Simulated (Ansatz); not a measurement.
# CH2FNOSi: basis-set convergence

How large a basis does CH2FNOSi need? Two functionals are run in growing sets.

The runs use Ansatz 0.2.0, Gaussian basis; one geometry, several basis sets.

Plan: PBE0-D4/def2-SVP; ωB97M-V/def2-SVP; PBE0-D4/def2-QZVPP; ωB97M-V/def2-QZVPP; the functionals' def2-TZVPP values are taken from earlier runs.

## 1. The geometry

All runs share one geometry, relaxed beforehand with PBE0-D4 in a triple-zeta def2 set.

SMILES `O=C1N[SiH]1F`, 7 atoms, charge 0, spin multiplicity 1.

Atoms are counted from 1 here; the program's logs count them from 0.

Bond lengths: O1–C2 1.192 Å, C2–N3 1.380 Å, C2–Si4 1.849 Å, N3–Si4 1.714 Å, N3–H6 1.014 Å, Si4–F5 1.587 Å, Si4–H7 1.477 Å. Angles: O1–C2–N3 135.4°, O1–C2–Si4 162.4°, N3–C2–Si4 62.1°, C2–N3–Si4 72.5°, C2–N3–H6 129.7°, Si4–N3–H6 157.8°, C2–Si4–N3 45.4°, C2–Si4–F5 124.2°, C2–Si4–H7 129.1°, N3–Si4–F5 117.8°, N3–Si4–H7 119.6°, F5–Si4–H7 105.8°.

Geometry (Å):

```xyz
7
CH2FNOSi
O     0.1415   -1.8471    1.3430
C     0.0999   -0.9029    0.6165
N    -0.3001    0.4121    0.7360
Si    0.2354    0.1810   -0.8755
F    -0.8485    0.2434   -2.0329
H    -0.6680    0.9064    1.5409
H     1.4010    0.9390   -1.3737
```

## 2. PBE0-D4 in def2-SVP

The input, in.yaml:

```yaml
crystal:
  periodic: [false, false, false]
  atoms:
    - {symbol: O, position_ang: [0.141541, -1.847054, 1.342969]}
    - {symbol: C, position_ang: [0.099865, -0.902902, 0.616529]}
    - {symbol: N, position_ang: [-0.300123, 0.412099, 0.736029]}
    - {symbol: Si, position_ang: [0.235371, 0.180974, -0.875533]}
    - {symbol: F, position_ang: [-0.848475, 0.243384, -2.032895]}
    - {symbol: H, position_ang: [-0.668044, 0.906388, 1.540893]}
    - {symbol: H, position_ang: [1.400963, 0.939011, -1.373691]}
basis:
  gaussian: {orbitals: def2-SVP}
hamiltonian: {xc: pbe0, dispersion: d4}
output: {orbitals: {seedname: orbitals}}
```

The run is started by

```console
> ansatz run in.yaml --threads 2 --pin off --events-out ev --progress --plain --max-ram 4352MiB
```

Further steps of the session: ωB97M-V in def2-SVP; PBE0-D4 in def2-QZVPP; ωB97M-V in def2-QZVPP.

Q: Predict the results of all the runs planned. Wanted: PBE0-D4: double and triple zeta above quadruple; ωB97M-V: double and triple zeta above quadruple.

The runs gave:

| quantity | value |
| --- | --- |
| PBE0-D4: double and triple zeta above quadruple | 12.46, 0.68 eV |
| ωB97M-V: double and triple zeta above quadruple | 12.60, 0.63 eV |

In words: For PBE0-D4 the step from double to triple zeta gains 11.78 eV and the next only 0.68 eV. Total energies overstate the basis error of differences, where much of it tends to cancel. The LUMO of ωB97M-V is positive and keeps falling with the basis (1.70 to 0.77 eV): an unbound level that the basis holds in place.
